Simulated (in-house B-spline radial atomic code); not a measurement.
# Re: ionisation energy by several methods

The task here is to estimate one member of a computed series from the others.

Program: in-house B-spline radial atomic code version 1. Level of theory: non-relativistic, several functionals, spin-polarised, exact exchange averaged over the configuration; spherical all-electron atom at the radial basis limit. These are calculated values, not measurements, unless marked.

**Starting point**

* element: rhenium (Z = 75)
* charge: 0
* electrons: 75
* configuration: [Xe] 4f14 5d5 6s2
* nucleus: point

Outer shells as boxes (Hund's rule):

[Xe] 4f14 5d5 6s2
```
[Xe] core
4f [↑↓][↑↓][↑↓][↑↓][↑↓][↑↓][↑↓]
5d [↑ ][↑ ][↑ ][↑ ][↑ ]
6s [↑↓]
```

Where spins are not typed, each open shell is filled with up spins first.

Set-up of the first run:

Input settings:

```ini
Z = 75
electrons = 75.0
configuration = [Xe] 4f14 5d5 6s2
hamiltonian = nr
method = r2scan0
spin_polarised = True
exact_exchange = averaged over the configuration
```

Started as:

```bash
python run_scf.py task.json out
```

One command runs all members of the session, one after another, from task.json.

Steps of the session up to this table: r2SCAN0; M06-2X; ωB97X; PBE0; CAM-B3LYP; B97-1.

One table of the session follows, with a row left open; its other results are not shown here.

```
   method  ΔSCF (eV)
  r2SCAN0      6.361
   M06-2X      7.548
     PBE0      6.469
    B97-1          ?
    ωB97X      7.367
CAM-B3LYP      6.947
```

**Question.** Estimate the row for B97-1.

As computed: ΔSCF (eV): 7.273. In the column «ΔSCF (eV)» it lies between CAM-B3LYP (6.947) and ωB97X (7.367).

To keep in mind: These runs leave out relativity, which matters at this nuclear charge.
